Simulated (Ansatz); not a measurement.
# Li2CaO2: the cost of one run

Computed with Ansatz 0.2.0 (DFT PBE, scalar-relativistic, plane waves, PAW, unless a step's input says otherwise).

## Step 1: The system as given

The structure is trigonal, space group P-3m1 (No. 164). The conventional cell has a = 3.886 Å, b = 3.886 Å, c = 8.128 Å, α = 90.00°, β = 90.00°, γ = 120.00°. Around Li (site symmetry 3m) lie 3 O at 2.45 Å. Around Ca (site symmetry -3m) lie 6 O at 2.86 Å. Around O (site symmetry 3m) lie 3 Li at 2.45 Å and 3 Ca at 2.86 Å.

As a file:

```xyz
5
Lattice="3.8863 0.0000 0.0000 -1.9431 3.3656 0.0000 0.0000 0.0000 8.1277" Properties=species:S:1:pos:R:3 pbc="T T T"
Li    0.0000    2.2437    6.8221
Li    1.9431    1.1219    1.3056
Ca    0.0000    0.0000    4.0639
O     0.0000    2.2437    2.2915
O     1.9431    1.1219    5.8362
```

A structure generator made this guess: close-packed metal layers stacked ABC|A, with sites between them filled layer by layer (P-3m1, No. 164). Its size is a rough estimate.

## Step 2: Probe: one point on a coarse mesh

input.yaml

```yaml
crystal:
  lattice:
    - [3.88628657, 0.0, 0.0]
    - [-1.94314328, 3.36562289, 0.0]
    - [0.0, 0.0, 8.12771302]
  atoms:
    - { symbol: Li, position: [0.33333333, 0.66666667, 0.83936272] }
    - { symbol: Li, position: [0.66666667, 0.33333333, 0.16063728] }
    - { symbol: Ca, position: [0.0, 0.0, 0.5] }
    - { symbol: O, position: [0.33333333, 0.66666667, 0.28194266] }
    - { symbol: O, position: [0.66666667, 0.33333333, 0.71805734] }
basis:
  ecutwfc: 420
kpoints:
  mp_grid: { grid: [6, 6, 2] }
hamiltonian:
  xc: pbe
scf:
  occupations: { method: gaussian, width: 0.1 }
  lower_state_search: "off"
output:
  forces: true
  stress: true
  eigenvalues: true
```

Run with:

```sh
$ ansatz run input.yaml --threads 1 --pin off --max-ram 2048MiB --backend cpu --events-out ev --progress --plain --runs-dir out
```

Q: Estimate wall time and peak memory on 1 thread of Arm Neoverse V2, shared host.

About 1.8 s, with a peak of 0.33 GiB.
